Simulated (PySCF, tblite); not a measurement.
# C4H11AlO: geometry, infrared bands and NMR shifts

Wanted: the infrared bands and NMR shifts of C4H11AlO (`C=CC[O+](C)[AlH3-]`), by calculation.

Programs: tblite 0.8.0 and PySCF 2.14.0, with density-fitted response routines of our own. Each step states its level of theory. These are calculated values for one molecule in the gas phase, unless marked as measured. Atoms are numbered from 0 throughout.

## (1) Starting geometry

17 atoms, charge 0, multiplicity 1; geometry from: force field or distance geometry start.

Bonds of the start (Å): C0–C1 1.33, C1–C2 1.50, C2–O3 1.43, O3–C4 1.44, O3–Al5 1.88, C0–H6 1.08, C0–H7 1.09, C1–H8 1.10, C2–H9 1.12, C2–H10 1.12, C4–H11 1.11, C4–H12 1.11, C4–H13 1.12, Al5–H14 1.60, Al5–H15 1.61, Al5–H16 1.59.

## (2) Relaxing the molecule with GFN2-xTB

The job: settings as JSON, then the geometry in Å.

```
{"job": {"kind": "relax", "xc": "GFN2-xTB", "basis": "xTB"}, "charge": 0, "multiplicity": 1}
C      1.786400     1.268000    -1.426100
C      1.604600     0.988900    -0.141400
C      0.248100     0.749500     0.452400
O     -0.402900    -0.348200    -0.188000
C      0.149600    -1.575300     0.311700
Al    -2.238400    -0.337000     0.226800
H      2.775800     1.438400    -1.823700
H      0.932800     1.347000    -2.091400
H      2.482700     0.918300     0.518600
H      0.317300     0.622700     1.558900
H     -0.333600     1.694200     0.273700
H      0.033000    -1.695100     1.409500
H     -0.329000    -2.441900    -0.192600
H      1.236000    -1.641500     0.051200
H     -2.904500     0.986400    -0.382800
H     -2.430100    -0.339000     1.827100
H     -2.934800    -1.623300    -0.393900
```

On the command line:

```bash
$ OMP_NUM_THREADS=1 python probes_run.py task.json out
```

One launch serves the whole session: the jobs run in the order shown.

**Question.** This job is followed by: GFN2-xTB harmonic vibrations, gas phase; GIAO PBE0/pcSseg-1 NMR shielding, non-relativistic, gas phase. What will the session give for the following? strongest single infrared mode (GFN2-xTB); zero-point energy (GFN2-xTB); 13C shifts against TMS (PBE0/pcSseg-1); 1H shifts against TMS (PBE0/pcSseg-1, means over atoms taken as alike); 17O shifts against H2O (PBE0/pcSseg-1); 27Al shifts against AlH4- (PBE0/pcSseg-1).

The runs gave:

| quantity | value |
| --- | --- |
| strongest single infrared mode (GFN2-xTB) | 788 cm⁻¹, 793 km/mol |
| zero-point energy (GFN2-xTB) | 81.9 kcal/mol |
| 13C shifts against TMS (PBE0/pcSseg-1) | 135.2, 126.5, 75.6, 58.4 ppm |
| 1H shifts against TMS (PBE0/pcSseg-1, means over atoms taken as alike) | 6.09, 5.98, 5.83, 4.76, 4.36, 3.85 ppm |
| 17O shifts against H2O (PBE0/pcSseg-1) | 6.9 ppm |
| 27Al shifts against AlH4- (PBE0/pcSseg-1) | 87.3 ppm |

In words: The optimisation took 146 steps and gained 0.763 eV; among the close pairs (by a distance rule), Al5–H15 changed most, from 1.612 to 1.581 Å. No mode is imaginary among the 45: a minimum at this level. The strongest single mode, at 788 cm⁻¹, has its largest shares on H16, H14 and H15 (the list is cut at 3 atoms). Unscaled tight-binding wavenumbers are off by several per cent, some by more. Its intensities can rank the bands wrongly. The most deshielded carbon is C1 (alkene CH), at 135.2 ppm: the olefinic region. At PBE0/pcSseg-1: Shielding is most anisotropic at C0 (span 238 ppm, paramagnetic term -196 ppm).
